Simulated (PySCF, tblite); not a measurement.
# C7H14SSi: geometry, infrared bands and NMR shifts

What infrared bands and NMR shifts should C7H14SSi (`CC[C@@H]1C[C@]12C[C@@H]2S[SiH3]`) show?

Computed with tblite 0.8.0 and PySCF 2.14.0, with density-fitted response routines of our own, on a single molecule in the gas phase. Atoms are numbered from 0 throughout.

## 1. The molecule as given

23 atoms, charge 0, multiplicity 1; geometry from: force field or distance geometry start.

Bonds of the start (Å): C0–C1 1.52, C1–C2 1.51, C2–C3 1.53, C3–C4 1.47, C4–C5 1.45, C5–C6 1.55, C6–S7 1.74, S7–Si8 2.15, C4–C2 1.46, C6–C4 1.46, C0–H9 1.09, C0–H10 1.11, C0–H11 1.09, C1–H12 1.11, C1–H13 1.09, C2–H14 1.09, C3–H15 1.09, C3–H16 1.08, C5–H17 1.08, C5–H18 1.08, C6–H19 1.09, Si8–H20 1.47, Si8–H21 1.49, Si8–H22 1.50.

## 2. Relaxing the molecule with GFN2-xTB

The job: settings as JSON, then the geometry in Å.

```
{"job": {"kind": "relax", "xc": "GFN2-xTB", "basis": "xTB"}, "charge": 0, "multiplicity": 1}
C     -2.292000     1.439600    -0.042600
C     -2.081900     0.163800    -0.835300
C     -0.609400    -0.150400    -0.967600
C     -0.167000    -1.575000    -1.289300
C      0.075500    -0.966100     0.029900
C     -0.139900    -1.369700     1.404900
C      1.224700    -0.830900     0.916500
S      1.764900     0.720000     1.505000
Si     3.186100     1.347600     0.022800
H     -1.893900     1.362100     0.974200
H     -3.373300     1.656600     0.037500
H     -1.819500     2.289100    -0.531800
H     -2.609500    -0.662800    -0.319400
H     -2.512900     0.265000    -1.826300
H     -0.079900     0.660300    -1.462100
H     -0.924700    -2.354100    -1.337500
H      0.672200    -1.704300    -1.953000
H     -0.745900    -0.742600     2.041500
H     -0.203400    -2.423100     1.637500
H      2.016700    -1.576100     0.839800
H      4.230400     0.317000    -0.096100
H      2.487700     1.512500    -1.280700
H      3.790100     2.648600     0.452800
```

The run is started by

```bash
> OMP_NUM_THREADS=1 python probes_run.py task.json out
```

The driver reads the jobs from task.json and runs them one after another.

**Question.** This job is followed by: GFN2-xTB harmonic vibrations, gas phase; GIAO PBE0/pcSseg-1 NMR shielding, non-relativistic, gas phase. What will the session give for the following? strongest single infrared mode (GFN2-xTB); zero-point energy (GFN2-xTB); 13C shifts against TMS (PBE0/pcSseg-1); 1H shifts against TMS (PBE0/pcSseg-1, means over atoms taken as alike); 33S shifts against CS2 (PBE0/pcSseg-1); 29Si shifts against TMS (PBE0/pcSseg-1).

As calculated:

| quantity | value |
| --- | --- |
| strongest single infrared mode (GFN2-xTB) | 769 cm⁻¹, 446 km/mol |
| zero-point energy (GFN2-xTB) | 116.4 kcal/mol |
| 13C shifts against TMS (PBE0/pcSseg-1) | 30.6, 27.4, 26.3, 22.4, 17.5, 16.4, 15.2 ppm |
| 1H shifts against TMS (PBE0/pcSseg-1, means over atoms taken as alike) | 4.48, 2.07, 2.07, 1.35, 1.17, 1.07, 1.07, 1.05, 0.76, 0.61 ppm |
| 33S shifts against CS2 (PBE0/pcSseg-1) | -148 ppm |
| 29Si shifts against TMS (PBE0/pcSseg-1) | -56.5 ppm |

What this shows: Relaxing lowered the energy by 0.178 eV in 47 steps; the close pair that moved most is C6–S7, from 1.745 to 1.807 Å. All 63 modes are real, so the xTB geometry is a minimum. The strongest single mode, at 769 cm⁻¹, is carried by H22, H21, H20. GFN2-xTB is a fitted tight-binding method: band positions and strengths are rough. Its intensities can rank the bands wrongly. At PBE0/pcSseg-1: The widest tensor belongs to S7: span 424 ppm, with a paramagnetic part of -407 ppm.
